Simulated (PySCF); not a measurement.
# [OsO3(H2O)]2+: how settings move a single point

Which settings matter for [OsO3(H2O)]2+? Each run alters one on purpose. It is a constructed species; whether it can be made isn't addressed.

Method: PBE0, Os def2-SVP with ECP60, O def2-SVP, H def2-SVP; scalar-relativistic core potentials, no spin–orbit coupling; program: PySCF 2.14.0.

2 further runs of the same task are left out: 2 for a known fault of the program.

## Step 1: The system as given

7 atoms, charge 2, spin multiplicity 1.

Bond lengths: Os1–O2 1.657 Å, Os1–O3 1.659 Å, Os1–O4 1.657 Å, Os1–O5 2.022 Å, O5–H6 0.995 Å, O5–H7 0.996 Å. Angles: O2–Os1–O3 107.8°, O2–Os1–O4 107.3°, O2–Os1–O5 112.1°, O3–Os1–O4 107.8°, O3–Os1–O5 109.6°, O4–Os1–O5 112.1°, Os1–O5–H6 125.1°, Os1–O5–H7 125.8°, H6–O5–H7 109.2°.

As a file:

```
atom    x (Å)    y (Å)    z (Å)
 Os1   0.0000  -0.2846  -0.2934
  O2   1.3341   0.0714  -1.2088
  O3   0.0000   0.7319   1.0180
  O4  -1.3341   0.0714  -1.2088
  O5   0.0000  -2.2048   0.3388
  H6   0.0000  -2.4930   1.2915
  H7   0.0000  -3.0104  -0.2468
```

Formal oxidation states: Os +8. An earlier session relaxed this geometry at PBE0, Os def2-SVP with ECP60, O def2-SVP, H def2-SVP (singlet, point group Cs).

The sound run used a (50, 194) grid (finer on f atoms), a threshold of 1e-8 and at most 55 cycles, and ended at -391.299354 Eh.

## Step 2: Altered run 1

Input file run.py (the lines that set the calculation):

```python
mol = gto.M(atom='''
Os     0.00000    -0.29878    -0.30811
O      1.40085     0.07495    -1.26920
O      0.00000     0.76853     1.06891
O     -1.40085     0.07495    -1.26920
O      0.00000    -2.31509     0.35578
H      0.00000    -2.61765     1.35609
H      0.00000    -3.16097    -0.25913''',
    basis={'Os': 'def2-SVP', 'O': 'def2-SVP', 'H': 'def2-SVP'},
    ecp={'Os': 'def2-SVP'},
    charge=2, spin=0)
mf = dft.RKS(mol, xc='PBE0')
mf.grids.atom_grid = (50, 194)
mf = mf.density_fit()  # fitting sets: Os def2-universal-JKFIT, O def2-universal-JKFIT, H def2-universal-JKFIT
mf.conv_tol = 1e-08; mf.max_cycle = 55
mf.kernel(dm0)  # dm0: free metal ions and neutral atoms
```

Launch:

```
OMP_NUM_THREADS=2 python run.py
```

The log of the run:

```text
init E= -390.695136903166
  HOMO = -0.895428264731056  LUMO = -0.764078718792753  gap/eV = 3.57420
cycle= 1 E= -390.829282814199  delta_E= -0.134  |g|= 1.52  |ddm|=  3.4
  HOMO = -0.669685988386746  LUMO = -0.658270713216809  gap/eV = 0.31063
cycle= 2 E= -386.590501696569  delta_E= 4.24  |g|= 4.49  |ddm|= 4.65
  HOMO = -0.801370081501102  LUMO = -0.615179097301869  gap/eV = 5.06651
cycle= 3 E= -391.180151811317  delta_E= -4.59  |g|= 0.675  |ddm|= 4.11
  HOMO = -0.814996151246831  LUMO = -0.665727681284672  gap/eV = 4.06180
cycle= 4 E= -391.15259712894  delta_E= 0.0276  |g|= 0.751  |ddm|= 0.779
  HOMO = -0.837591665296576  LUMO = -0.667003216519218  gap/eV = 4.64195
cycle= 5 E= -391.230295955461  delta_E= -0.0777  |g|= 0.447  |ddm|= 0.732
  HOMO = -0.843701301474768  LUMO = -0.667237216652818  gap/eV = 4.80183
cycle= 6 E= -391.26885528216  delta_E= -0.0386  |g|= 0.0763  |ddm|= 0.291
  HOMO = -0.834912453596624  LUMO = -0.657760115964898  gap/eV = 4.82056
cycle= 7 E= -391.270106965829  delta_E= -0.00125  |g|= 0.0141  |ddm|= 0.0693
  HOMO = -0.836228135863963  LUMO = -0.659006506787851  gap/eV = 4.82245
cycle= 8 E= -391.270144386086  delta_E= -3.74e-05  |g|= 0.00407  |ddm|= 0.0111
  HOMO = -0.836147719020417  LUMO = -0.658859174373324  gap/eV = 4.82427
cycle= 9 E= -391.270147634276  delta_E= -3.25e-06  |g|= 0.000922  |ddm|= 0.00271
  HOMO = -0.836172843059645  LUMO = -0.658863733428181  gap/eV = 4.82483
cycle= 10 E= -391.270147847258  delta_E= -2.13e-07  |g|= 0.000318  |ddm|= 0.000938
  HOMO = -0.836202577719963  LUMO = -0.658880200054955  gap/eV = 4.82519
cycle= 11 E= -391.27014788014  delta_E= -3.29e-08  |g|= 8.58e-05  |ddm|= 0.00053
  HOMO = -0.836204126394153  LUMO = -0.658877695816269  gap/eV = 4.82530
cycle= 12 E= -391.270147882497  delta_E= -2.36e-09  |g|= 7.24e-06  |ddm|= 0.000121
  HOMO = -0.836205409828631  LUMO = -0.658878420343195  gap/eV = 4.82531
Extra cycle  E= -391.270147882528  delta_E= -3.02e-11  |g|= 1.53e-05  |ddm|= 2.9e-05
converged SCF energy = -391.270147882528
```

Run time: 2.9 s. Hardware: 2 threads of Arm Neoverse V2, shared host.

Changed: the scale of all coordinates (1.05). It converges in 12 cycles, +0.795 eV from the sound run, with a largest force component of 3.63 eV/Å. The setting is unsound, so these numbers aren't the compound's.

## Step 3: Altered run 2

Input file run.py (the lines that set the calculation):

```python
mol = gto.M(atom='''
Os     0.00000    -0.28456    -0.29344
O      1.33415     0.07138    -1.20877
O      0.00000     0.73193     1.01801
O     -1.33415     0.07138    -1.20877
O      0.00000    -2.20485     0.33883
H      0.00000    -2.49300     1.29151
H      0.00000    -3.01044    -0.24679''',
    basis={'Os': 'def2-SVP', 'O': 'def2-SVP', 'H': 'def2-SVP'},
    ecp={'Os': 'def2-SVP'},
    charge=3, spin=0)
mf = dft.RKS(mol, xc='PBE0')
mf.grids.atom_grid = (50, 194)
mf = mf.density_fit()  # fitting sets: Os def2-universal-JKFIT, O def2-universal-JKFIT, H def2-universal-JKFIT
mf.conv_tol = 1e-08; mf.max_cycle = 99
mf.kernel(dm0)  # dm0: free metal ions and neutral atoms
```

Launch:

```
OMP_NUM_THREADS=2 python run.py
```

The log of the run:

```text
RuntimeError: Electron number 47 and spin 0 are not consistent
Note mol.spin = 2S = Nalpha - Nbeta, not 2S+1
```

Hardware: 2 threads of Arm Neoverse V2, shared host.

Changed: the charge (by +1); the cycle limit is 99. The program refuses it: the number of electrons and the spin don't fit.

## Step 4: Altered run 3

run.py (the lines that set the calculation), as its differences from that of step 3:

```diff
@@ -10,3 +10,3 @@
     ecp={'Os': 'def2-SVP'},
-    charge=3, spin=0)
+    charge=2, spin=0)
 mf = dft.RKS(mol, xc='PBE0')
@@ -14,3 +14,3 @@
 mf = mf.density_fit()  # fitting sets: Os def2-universal-JKFIT, O def2-universal-JKFIT, H def2-universal-JKFIT
-mf.conv_tol = 1e-08; mf.max_cycle = 99
-mf.kernel(dm0)  # dm0: free metal ions and neutral atoms
+mf.conv_tol = 1e-08; mf.max_cycle = 55
+mf.kernel(dm0)  # dm0: smeared density
```

Launch:

```
OMP_NUM_THREADS=2 python run.py
```

The log of the run:

```text
init E= -391.262132646237
  HOMO = -0.848064348547086  LUMO = -0.642602196436752  gap/eV = 5.59091
cycle= 1 E= -391.298692222228  delta_E= -0.0366  |g|= 0.0598  |ddm|= 0.118
  HOMO = -0.843877593745199  LUMO = -0.646556882381248  gap/eV = 5.36937
cycle= 2 E= -391.289983166638  delta_E= 0.00871  |g|= 0.228  |ddm|= 0.175
  HOMO = -0.849473396546884  LUMO = -0.642030804748577  gap/eV = 5.64480
cycle= 3 E= -391.299276508419  delta_E= -0.00929  |g|= 0.0199  |ddm|= 0.138
  HOMO = -0.849269395674702  LUMO = -0.641934900466197  gap/eV = 5.64186
cycle= 4 E= -391.299346329585  delta_E= -6.98e-05  |g|= 0.00625  |ddm|= 0.0161
  HOMO = -0.849028778110921  LUMO = -0.64150195423801  gap/eV = 5.64709
cycle= 5 E= -391.299353789519  delta_E= -7.46e-06  |g|= 0.00146  |ddm|= 0.00455
  HOMO = -0.849129189995459  LUMO = -0.641558134014987  gap/eV = 5.64830
cycle= 6 E= -391.2993542192  delta_E= -4.3e-07  |g|= 0.000335  |ddm|= 0.00117
  HOMO = -0.849189100022243  LUMO = -0.641601342630714  gap/eV = 5.64875
cycle= 7 E= -391.299354255156  delta_E= -3.6e-08  |g|= 7.89e-05  |ddm|= 0.000467
  HOMO = -0.849182423655141  LUMO = -0.641588779672061  gap/eV = 5.64891
cycle= 8 E= -391.299354259601  delta_E= -4.45e-09  |g|= 2.19e-05  |ddm|= 0.000207
  HOMO = -0.849184356666324  LUMO = -0.641591228085948  gap/eV = 5.64890
Extra cycle  E= -391.299354259165  delta_E= 4.36e-10  |g|= 6.28e-05  |ddm|= 6.99e-05
converged SCF energy = -391.299354259165
```

It took 2.6 s on 2 threads of Arm Neoverse V2, shared host.

Changed: the starting guess (smeared density). It converges in 8 cycles, at the sound run's energy within 0.001 eV, with a largest force component of 0.02 eV/Å. The result survives the change.

## Step 5: Altered run 4

run.py (the lines that set the calculation), as its differences from that of step 4:

```diff
@@ -14,3 +14,3 @@
 mf = mf.density_fit()  # fitting sets: Os def2-universal-JKFIT, O def2-universal-JKFIT, H def2-universal-JKFIT
-mf.conv_tol = 1e-08; mf.max_cycle = 55
-mf.kernel(dm0)  # dm0: smeared density
+mf.conv_tol = 1e-05; mf.max_cycle = 55
+mf.kernel(dm0)  # dm0: free metal ions and neutral atoms
```

Launch:

```
OMP_NUM_THREADS=2 python run.py
```

The log of the run:

```text
init E= -390.934672104764
  HOMO = -0.929353644862879  LUMO = -0.752034560688283  gap/eV = 4.82510
cycle= 1 E= -390.825305548042  delta_E= 0.109  |g|=  1.6  |ddm|= 3.51
  HOMO = -0.681322593073471  LUMO = -0.647819350703415  gap/eV = 0.91167
cycle= 2 E= -387.3088396299  delta_E= 3.52  |g|= 4.31  |ddm|= 4.41
  HOMO = -0.813901481592802  LUMO = -0.596949883843503  gap/eV = 5.90355
cycle= 3 E= -391.240298562863  delta_E= -3.93  |g|= 0.555  |ddm|= 3.76
  HOMO = -0.835459339155584  LUMO = -0.648977805413966  gap/eV = 5.07442
cycle= 4 E= -391.249742554668  delta_E= -0.00944  |g|=  0.5  |ddm|= 0.582
  HOMO = -0.850148685311334  LUMO = -0.648366292656844  gap/eV = 5.49078
cycle= 5 E= -391.273034196459  delta_E= -0.0233  |g|= 0.367  |ddm|= 0.527
  HOMO = -0.854876294480653  LUMO = -0.648058603450486  gap/eV = 5.62780
cycle= 6 E= -391.298659356606  delta_E= -0.0256  |g|= 0.0577  |ddm|= 0.245
  HOMO = -0.848650724634158  LUMO = -0.641160088439232  gap/eV = 5.64611
cycle= 7 E= -391.299348392709  delta_E= -0.000689  |g|= 0.0054  |ddm|= 0.0474
  HOMO = -0.849203501095807  LUMO = -0.641657982018747  gap/eV = 5.64760
cycle= 8 E= -391.299353476639  delta_E= -5.08e-06  |g|= 0.00199  |ddm|= 0.00517
  HOMO = -0.849173032962668  LUMO = -0.641505942606314  gap/eV = 5.65091
Extra cycle  E= -391.299347633022  delta_E= 5.84e-06  |g|= 0.00595  |ddm|= 0.00492
converged SCF energy = -391.299347633022
```

Wall time 2.6 s (2 threads of Arm Neoverse V2, shared host).

Changed: the SCF threshold (1e-05). It converges in 8 cycles, at the sound run's energy within 0.001 eV, with a largest force component of 0.02 eV/Å. The result survives the change.

## Step 6: Altered run 5

run.py (the lines that set the calculation), as its differences from that of step 5:

```diff
@@ -14,3 +14,3 @@
 mf = mf.density_fit()  # fitting sets: Os def2-universal-JKFIT, O def2-universal-JKFIT, H def2-universal-JKFIT
-mf.conv_tol = 1e-05; mf.max_cycle = 55
-mf.kernel(dm0)  # dm0: free metal ions and neutral atoms
+mf.conv_tol = 1e-08; mf.max_cycle = 81
+mf.kernel(dm0)  # dm0: core Hamiltonian
```

Launch:

```
OMP_NUM_THREADS=2 python run.py
```

The log of the run:

```text
init E= -352.971415296489
  HOMO = 0.0205291483247052  LUMO = 0.0530556770511978  gap/eV = 0.88509
cycle= 1 E= -208.964592696918  delta_E=  144  |g|= 18.2  |ddm|= 55.7
  HOMO = -5.72586044230527  LUMO = -5.72363352045954  gap/eV = 0.06060
cycle= 2 E= -341.969606878416  delta_E= -133  |g|= 9.91  |ddm|= 48.3
  HOMO = -0.48784185526644  LUMO = -0.469175459981044  gap/eV = 0.50794
cycle= 3 E= -360.804577836302  delta_E= -18.8  |g|= 10.5  |ddm|= 27.6
  HOMO = -0.570906786031011  LUMO = -0.503287650771295  gap/eV = 1.84001
cycle= 4 E= -384.811709242756  delta_E=  -24  |g|= 5.11  |ddm|= 9.18
  HOMO = -0.559602024791236  LUMO = -0.485645645917083  gap/eV = 2.01246
cycle= 5 E= -376.977003217011  delta_E= 7.83  |g|= 6.85  |ddm|= 7.46
  HOMO = -0.741108113418626  LUMO = -0.579417138764434  gap/eV = 4.39984
cycle= 6 E= -389.663540840203  delta_E= -12.7  |g|= 2.75  |ddm|= 6.58
  HOMO = -0.774669747763253  LUMO = -0.72431857105985  gap/eV = 1.37013
cycle= 7 E= -386.510740249293  delta_E= 3.15  |g|= 4.14  |ddm|= 4.32
  HOMO = -0.822558365799434  LUMO = -0.675973235102784  gap/eV = 3.98878
cycle= 8 E= -391.17579162653  delta_E= -4.67  |g|= 0.77  |ddm|= 3.32
  HOMO = -0.825343173123532  LUMO = -0.643054117836963  gap/eV = 4.96034
cycle= 9 E= -391.237899517593  delta_E= -0.0621  |g|= 0.551  |ddm|= 0.218
  HOMO = -0.834962333591328  LUMO = -0.646826730772571  gap/eV = 5.11943
cycle= 10 E= -391.240908234213  delta_E= -0.00301  |g|= 0.532  |ddm|= 0.15
  HOMO = -0.844847201902735  LUMO = -0.644416008862035  gap/eV = 5.45401
cycle= 11 E= -391.278771047417  delta_E= -0.0379  |g|= 0.314  |ddm|= 0.179
  HOMO = -0.855255929319195  LUMO = -0.6427902428695  gap/eV = 5.78149
cycle= 12 E= -391.296155556268  delta_E= -0.0174  |g|= 0.132  |ddm|= 0.182
  HOMO = -0.849466029874274  LUMO = -0.640277502944626  gap/eV = 5.69231
cycle= 13 E= -391.298126859757  delta_E= -0.00197  |g|= 0.0804  |ddm|= 0.0424
  HOMO = -0.849395019376728  LUMO = -0.641429768544019  gap/eV = 5.65902
cycle= 14 E= -391.299272992858  delta_E= -0.00115  |g|= 0.0211  |ddm|= 0.0399
  HOMO = -0.849228373332283  LUMO = -0.641688025667889  gap/eV = 5.64746
cycle= 15 E= -391.299350087009  delta_E= -7.71e-05  |g|= 0.00455  |ddm|= 0.0106
  HOMO = -0.849089661878942  LUMO = -0.641512957536154  gap/eV = 5.64845
cycle= 16 E= -391.299354180217  delta_E= -4.09e-06  |g|= 0.000504  |ddm|= 0.00296
  HOMO = -0.849179962840821  LUMO = -0.641594095189174  gap/eV = 5.64870
cycle= 17 E= -391.299354253157  delta_E= -7.29e-08  |g|= 0.000136  |ddm|= 0.000662
  HOMO = -0.849182638305835  LUMO = -0.641588601279401  gap/eV = 5.64892
cycle= 18 E= -391.299354259593  delta_E= -6.44e-09  |g|= 3.63e-05  |ddm|= 0.000236
  HOMO = -0.849185682956877  LUMO = -0.641591265330718  gap/eV = 5.64893
Extra cycle  E= -391.299354255612  delta_E= 3.98e-09  |g|= 0.000149  |ddm|= 0.000119
converged SCF energy = -391.299354255612
```

Wall time 3.4 s (2 threads of Arm Neoverse V2, shared host).

Changed: the starting guess (bare core Hamiltonian); the cycle limit is 81. It converges in 18 cycles, at the sound run's energy within 0.001 eV, with a largest force component of 0.02 eV/Å. The result survives the change.

## Step 7: Side by side

| run | changed | ending | energy change (eV) | cycles | time | usable |
| --- | --- | --- | --- | --- | --- | --- |
| 1 | the scale of all coordinates | converged | +0.795 | 12 | 2.9 s | no |
| 2 | the charge | refused | – | – | 0 s | no |
| 3 | the starting guess | converged | 0.000 | 8 | 2.6 s | yes |
| 4 | the SCF threshold | converged | 0.000 | 8 | 2.6 s | yes |
| 5 | the starting guess | converged | 0.000 | 18 | 3.4 s | yes |

3 of 5 altered runs give a usable result. 1 ended normally with numbers unfit to quote.
